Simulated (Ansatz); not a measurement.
## Time against size: HSE06, supercells of SiO2, on Neoverse N1 cores, threads left to the program

The runs below are of Ansatz 0.2.0 on an Arm Neoverse N1 node (56 of its 64 cores, memory capped at 64 GiB), one at a time and with no other job on the machine; times are wall-clock times from launch to exit. Times and memory are rounded to two significant figures, and ratios are formed from the unrounded values. A row is a single run, so small differences between rows aren't established. Precision is the program's default, which can work at lower precision in parts of a run.

The smallest member is SiO2 (I-42d), atoms displaced at random by about 0.04 Å along each cell vector. Its input:

```yaml
crystal:
  lattice:
    - [-2.477290, 2.477290, 3.655671]
    - [2.477290, -2.477290, 3.655671]
    - [2.477290, 2.477290, -3.655671]
  atoms:
    - { symbol: Si, position: [0.018471, -0.005236, 0.003119] }
    - { symbol: Si, position: [0.751157, 0.256598, 0.488924] }
    - { symbol: O, position: [0.371723, 0.215850, 0.338297] }
    - { symbol: O, position: [0.965120, 0.620952, 0.844520] }
    - { symbol: O, position: [0.771051, 0.128334, 0.148889] }
    - { symbol: O, position: [0.849738, 0.037620, 0.650118] }
kpoints:
  mp_grid: { grid: [1, 1, 1] }
hamiltonian:
  xc: hse06
  pseudopotentials: { azcp: { folder: soft_1 } }
scf:
  occupations: { method: fixed }
output: { forces: true }
```

The program chose a cutoff of 420 eV. The folder soft_1 holds one of the program's own sets of PAW files, generated with PBE and used with every functional where the input names it. For this functional the program regenerates the frozen cores at set-up.

Command, without the flags for output files and display:

```bash
taskset -c 8-63 ansatz run input.yaml --backend cpu --max-ram 64GiB
```

| atoms | electrons | k mesh | k points | plane waves | dense FFT grid | bands at the start | SCF iterations | threads | wall time | SCF clock | outside it | host memory (GiB) | remarks |
| --- | --- | --- | --- | --- | --- | --- | --- | --- | --- | --- | --- | --- | --- |
| 6 | 32 | 1×1×1 | 1 | 1769 | 36×36×36 | 22 | 15 | 22 | 1.3 s | 0.59 s | 0.67 s | 0.48 | band table 0.063 s; exchange on 20×20×20 points |
| 12 | 64 | 1×1×1 | 1 | 3525 | 36×36×72 | 44 | 15 | 44 | 1.8 s | 1.1 s | 0.75 s | 0.73 | band table 0.13 s; exchange on 20×20×40 points |
| 24 | 128 | 1×1×1 | 1 | 7017 | 72×36×72 | 88 | 15 | 56 | 3.5 s | 2.5 s | 0.93 s | 1.2 | band table 0.35 s; exchange on 40×20×40 points |
| 72 | 384 | 1×1×1 | 1 | 21013 | 72×72×108 | 264 | 16 | 56 | 20 s | 19 s | 1.4 s | 3.5 | band table 1.4 s; exchange on 40×40×60 points |
| 108 | 576 | 1×1×1 | 1 | 31547 | 108×72×108 | 396 | 17 | 56 | 62 s | 60 s | 1.8 s | 5.6 | band table 3.1 s; exchange on 60×40×60 points |

The SCF clock is the program's own. It runs from the start of the first SCF loop to the final result and holds forces, stress, later SCFs and response steps. Outside it lie start-up, exit and the set-up ahead of the first loop, which depends on the cell and the method.

SCF iterations are those that the program logged, summed over all steps and exchange cycles of a run; an SCF made in search of a lower state can go uncounted. A hybrid's count includes the PBE SCF that it starts from. Runs at Γ alone can use real arithmetic, which is cheaper than at other k points.

«exchange on a×b×c points»: exact exchange forms its pair densities on this grid and not on the dense one, without the augmentation charges, which are treated apart. «band table a s»: behind the SCF the program solved its bands further for a band table, asked for or not, which took a s of the SCF clock (told where that is 5 % of it or more).

One k point is too coarse a mesh for the properties of small cells; the series shows cost alone.

The threads change along the series too.

Of the smallest member's 1.3 s, 0.67 s lies outside the SCF clock, so the wall time grows less with size than the clocked work: from 6 to 108 atoms the wall time changes by a factor of 49, and the time on the SCF clock by 100. The smallest member has under 2 s on the SCF clock, so these factors are rough.

Q: How long does the member with 216 atoms take (1×1×1 mesh, 1 k point, 63153 plane waves, 792 bands)?

A: 6.5 min, in 18 SCF iterations, with 18 GiB of host memory. It made 2 exchange cycles. Remarks: band table 22 s; exchange on 60×60×80 points.
